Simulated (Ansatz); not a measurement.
Working through an all-electron equation of state of LaAg, space group Pm-3m

Computed with the Python package of Ansatz (0.2.0).

Notebook, run cell by cell (the value of a cell's last expression is shown):

**Cell 1**
```python
import ansatz as az
from ase.eos import EquationOfState
from ase.units import GPa
import numpy as np
```

**Cell 2**
```python
VECTORS = np.array([
    [3.76, 0.0, 0.0],
    [0.0, 3.76, 0.0],
    [0.0, 0.0, 3.76],
])
SITES = [
    ("La", [0.5, 0.5, 0.5]),
    ("Ag", [0.0, 0.0, 0.0]),
]
```

**Cell 3**
```python
def build(cell):
    crystal = az.Crystal(lattice=az.Lattice.of(cell))
    for symbol, position in SITES:
        crystal = crystal.atom(symbol, position)
    return crystal
```

**Cell 4**
```python
volumes, energies = [], []
for scale in np.linspace(0.94, 1.06, 7):
    cell = VECTORS * scale ** (1 / 3)
    setup = (
        build(cell).calculation()
        .functional("pbesol")
        .occupations("Methfessel-Paxton", width=0.1)
        .kpoints(8, 8, 8)
        .pseudopotentials("all_electron", lapw=True)
    )
    rep = setup.run().report
    volumes.append(abs(np.linalg.det(cell)) / len(SITES))
    energies.append(rep["free_energy_ev"] / len(SITES))
    print(f"{scale:.3f} {volumes[-1]:9.4f} A^3/atom {energies[-1]:16.5f} eV/atom  (estimated basis error {1000 * rep['lapw_basis_errors']['total_ev_per_atom']:.2f} meV/atom)")
v0, e0, bulk = EquationOfState(volumes, energies, eos="birchmurnaghan").fit()
print(f"V0 = {v0:.4f} A^3/atom, B0 = {bulk / GPa:.1f} GPa")
```
Output:
```text
0.940   24.9840 A^3/atom    -187803.92500 eV/atom  (estimated basis error 0.07 meV/atom)
0.960   25.5155 A^3/atom    -187803.93433 eV/atom  (estimated basis error 0.07 meV/atom)
0.980   26.0471 A^3/atom    -187803.93902 eV/atom  (estimated basis error 0.07 meV/atom)
1.000   26.5787 A^3/atom    -187803.93951 eV/atom  (estimated basis error 0.07 meV/atom)
1.020   27.1103 A^3/atom    -187803.93621 eV/atom  (estimated basis error 0.07 meV/atom)
1.040   27.6418 A^3/atom    -187803.92948 eV/atom  (estimated basis error 0.07 meV/atom)
1.060   28.1734 A^3/atom    -187803.91968 eV/atom  (estimated basis error 0.07 meV/atom)
V0 = 26.3748 A^3/atom, B0 = 58.9 GPa
```

A third-order Birch-Murnaghan fit through the 7 points has its minimum at 26.38 Å³ an atom, 0.8 % below the typed cell, with a bulk modulus of 59 GPa and dB/dP = 4.1. From that minimum the energy rises by 14.8 meV an atom on the compressed side and 20.1 meV on the expanded side.

Reading the output:
- All-electron totals depend on functional, relativistic treatment and basis; only differences at equal settings carry meaning.
- For a metal this k-point mesh is coarse: on a finer one energies can move by several to tens of meV an atom and pressures by half a GPa or more, differences at one mesh by less.
- The starting cell is as deposited in a crystallographic database; the results hold for this polymorph, which needn't be the stable one.
- The whole script took 91 s on 1 thread of Arm Neoverse V1 (shared host), peak memory 0.43 GiB.
